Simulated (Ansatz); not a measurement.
**Cl₂GeH₆O₈Si₂: small, medium and large basis sets**

An exercise on one series of results from a longer session: the logs are not shown, and one member is left open.

Program: Ansatz 0.2.0, Gaussian basis. Level of theory: one geometry, several basis sets. These are calculated values, not measurements.

The runs, in order: PBE0-D4/def2-SVP; ωB97M-V/def2-SVP; PBE0-D4/def2-QZVPP; ωB97M-V/def2-QZVPP; the functionals' def2-TZVPP values are taken from earlier runs.

## Structure used throughout

An earlier PBE0-D4 in a triple-zeta def2 set relaxation fixed the geometry.

SMILES `O[Si](O)(O)[O][Ge]([Cl])([Cl])[O][Si](O)(O)O`, 19 atoms, charge 0, spin multiplicity 1.

Atoms are counted from 1 here; the program's logs count them from 0.

Bond lengths: O1–Si2 1.622 Å, O1–H14 0.966 Å, Si2–O3 1.618 Å, Si2–O4 1.627 Å, Si2–O5 1.658 Å, O3–H15 0.957 Å, O4–H16 0.965 Å, O5–Ge6 1.728 Å, Ge6–Cl7 2.109 Å, Ge6–Cl8 2.118 Å, Ge6–O9 1.755 Å, O9–Si10 1.617 Å, Si10–O11 1.636 Å, Si10–O12 1.638 Å, Si10–O13 1.622 Å, O11–H17 0.960 Å, O12–H18 0.959 Å, O13–H19 0.958 Å. Angles: Si2–O1–H14 116.1°, O1–Si2–O3 106.3°, O1–Si2–O4 114.6°, O1–Si2–O5 108.7°, O3–Si2–O4 110.1°, O3–Si2–O5 110.2°, O4–Si2–O5 107.0°, Si2–O3–H15 117.2°, Si2–O4–H16 116.1°, Si2–O5–Ge6 131.6°, O5–Ge6–Cl7 113.4°, O5–Ge6–Cl8 107.8°, O5–Ge6–O9 110.8°, Cl7–Ge6–Cl8 109.9°, Cl7–Ge6–O9 107.4°, Cl8–Ge6–O9 107.3°, Ge6–O9–Si10 137.2°, O9–Si10–O11 105.7° and more.

Set-up of the first run:

in.yaml reads:

```yaml
crystal:
  periodic: [false, false, false]
  atoms:
    - {symbol: O, position_ang: [2.198867, -0.468952, 0.352942]}
    - {symbol: Si, position_ang: [1.792411, 1.036622, -0.093701]}
    - {symbol: O, position_ang: [3.109805, 1.948393, 0.134040]}
    - {symbol: O, position_ang: [1.279454, 1.171272, -1.632225]}
    - {symbol: O, position_ang: [0.556684, 1.565191, 0.877917]}
    - {symbol: Ge, position_ang: [-0.539196, 0.711634, 1.906132]}
    - {symbol: Cl, position_ang: [0.349924, 0.019212, 3.688809]}
    - {symbol: Cl, position_ang: [-2.147801, 2.013197, 2.359323]}
    - {symbol: O, position_ang: [-1.211621, -0.682063, 1.078680]}
    - {symbol: Si, position_ang: [-1.346800, -1.207177, -0.444284]}
    - {symbol: O, position_ang: [0.033869, -2.029528, -0.753484]}
    - {symbol: O, position_ang: [-1.407764, 0.000798, -1.549566]}
    - {symbol: O, position_ang: [-2.700184, -2.083843, -0.623414]}
    - {symbol: H, position_ang: [1.665503, -1.181363, -0.021503]}
    - {symbol: H, position_ang: [3.083627, 2.845864, -0.198231]}
    - {symbol: H, position_ang: [0.351798, 0.957223, -1.791641]}
    - {symbol: H, position_ang: [0.136853, -2.402740, -1.631437]}
    - {symbol: H, position_ang: [-2.259211, 0.411692, -1.711844]}
    - {symbol: H, position_ang: [-2.987819, -2.629835, 0.109888]}
basis:
  gaussian: {orbitals: def2-SVP}
hamiltonian: {xc: pbe0, dispersion: d4}
output: {orbitals: {seedname: orbitals}}
```

On the command line:

```bash
ansatz run in.yaml --threads 11 --pin off --events-out ev --progress --plain --max-ram 174080MiB --backend cpu
```

Among the steps run: PBE0-D4 in def2-SVP; ωB97M-V in def2-SVP; PBE0-D4 in def2-QZVPP; ωB97M-V in def2-QZVPP.

One of the session's tables, all rows but one given; the rest of the session is left out.

It belongs to the step «Functionals by basis». 

| functional | basis | HOMO (eV) |
| --- | --- | --- |
| PBE0-D4 | def2-SVP | -8.60 |
| PBE0-D4 | def2-TZVPP | -8.87 |
| PBE0-D4 | def2-QZVPP | -8.93 |
| ωB97M-V | def2-SVP | ? |
| ωB97M-V | def2-TZVPP | -11.34 |
| ωB97M-V | def2-QZVPP | -11.41 |

Estimate the missing values for ωB97M-V, def2-SVP.

The run gave: HOMO (eV): -11.03. In the column «HOMO (eV)» it lies between ωB97M-V, def2-TZVPP (-11.34) and PBE0-D4, def2-QZVPP (-8.93).
